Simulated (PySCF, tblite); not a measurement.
**C₄H₁₀BNO₂: geometry, infrared bands and NMR shifts**

What infrared bands and NMR shifts should C₄H₁₀BNO₂ (`CNB(C)COC=O`) show?

Programs: tblite 0.8.0 and PySCF 2.14.0, with density-fitted response routines of our own. Each step states its level of theory. These are calculated values for one molecule in the gas phase, unless marked as measured. Atoms are numbered from 0 throughout.

**1. The starting structure**

18 atoms, charge 0, multiplicity 1; geometry from: force field or distance geometry start.

Bonds of the start (Å): C0–N1 1.45, N1–B2 1.51, B2–C3 1.62, B2–C4 1.57, C4–O5 1.43, O5–C6 1.39, C6–O7 1.26, C0–H8 1.11, C0–H9 1.12, C0–H10 1.10, N1–H11 1.07, C3–H12 1.08, C3–H13 1.09, C3–H14 1.12, C4–H15 1.09, C4–H16 1.11, C6–H17 1.09.

**2. Optimising the geometry with GFN2-xTB**

Job settings and geometry (Å):

```
{"job": {"kind": "relax", "xc": "GFN2-xTB", "basis": "xTB"}, "charge": 0, "multiplicity": 1}
C     -2.235900     0.923400     0.121300
N     -1.309400     0.095300     0.869800
B     -0.323900    -0.470500    -0.122400
C     -0.840900    -0.758900    -1.627700
C      1.228000    -0.584800     0.089100
O      1.796000     0.603000    -0.470500
C      3.180900     0.760200    -0.418700
O      3.936000    -0.108800     0.103500
H     -1.669000     1.524000    -0.618000
H     -2.983000     0.267700    -0.390900
H     -2.829200     1.564200     0.791200
H     -1.906400    -0.715900     1.235700
H     -0.444000    -0.022300    -2.315200
H     -1.915400    -0.929000    -1.675300
H     -0.330600    -1.735600    -1.850600
H      1.500700    -0.665800     1.142900
H      1.571300    -1.418300    -0.555600
H      3.566000     1.678500    -0.849900
```

Run with:

```
$ OMP_NUM_THREADS=1 python probes_run.py task.json out
```

This one command runs all jobs of the session in turn.

**Question.** This job is followed by: GFN2-xTB harmonic vibrations, gas phase; GIAO PBE0/pcSseg-1 NMR shielding, non-relativistic, gas phase. What will the session give for the following? strongest single infrared mode (GFN2-xTB); zero-point energy (GFN2-xTB); ¹³C shifts against TMS (PBE0/pcSseg-1); ¹H shifts against TMS (PBE0/pcSseg-1, means over atoms taken as alike); ¹⁵N shifts against NH3 (PBE0/pcSseg-1); ¹¹B shifts against BF3·OEt2 (PBE0/pcSseg-1); ¹⁷O shifts against H2O (PBE0/pcSseg-1).

The runs gave:

| quantity | value |
| --- | --- |
| strongest single infrared mode (GFN2-xTB) | 1782 cm⁻¹, 539 km/mol |
| zero-point energy (GFN2-xTB) | 91.0 kcal/mol |
| ¹³C shifts against TMS (PBE0/pcSseg-1) | 165.5, 64.6, 33.3, -2.6 ppm |
| ¹H shifts against TMS (PBE0/pcSseg-1, means over atoms taken as alike) | 8.26, 4.38, 4.01, 2.99, 0.24 ppm |
| ¹⁵N shifts against NH3 (PBE0/pcSseg-1) | 115.9 ppm |
| ¹¹B shifts against BF3·OEt2 (PBE0/pcSseg-1) | 39.4 ppm |
| ¹⁷O shifts against H2O (PBE0/pcSseg-1) | 439.5, 203.2 ppm |

In words: The optimisation took 222 steps and gained 2.130 eV; among the close pairs (by a distance rule), N1–B2 changed most, from 1.509 to 1.377 Å. No mode is imaginary among the 48: a minimum at this level. The strongest single mode, at 1782 cm⁻¹, moves mainly C6 and O7. Unscaled tight-binding wavenumbers are off by several per cent, some by more. Its intensities can rank the bands wrongly. C6 (ester carbonyl carbon) lies farthest downfield among carbon, at 165.5 ppm; it is a carbonyl in resonance with an O or N lone pair, the region of acids, esters and amides. At PBE0/pcSseg-1: The largest span, 697 ppm, is at O7, where the paramagnetic term is -506 ppm.
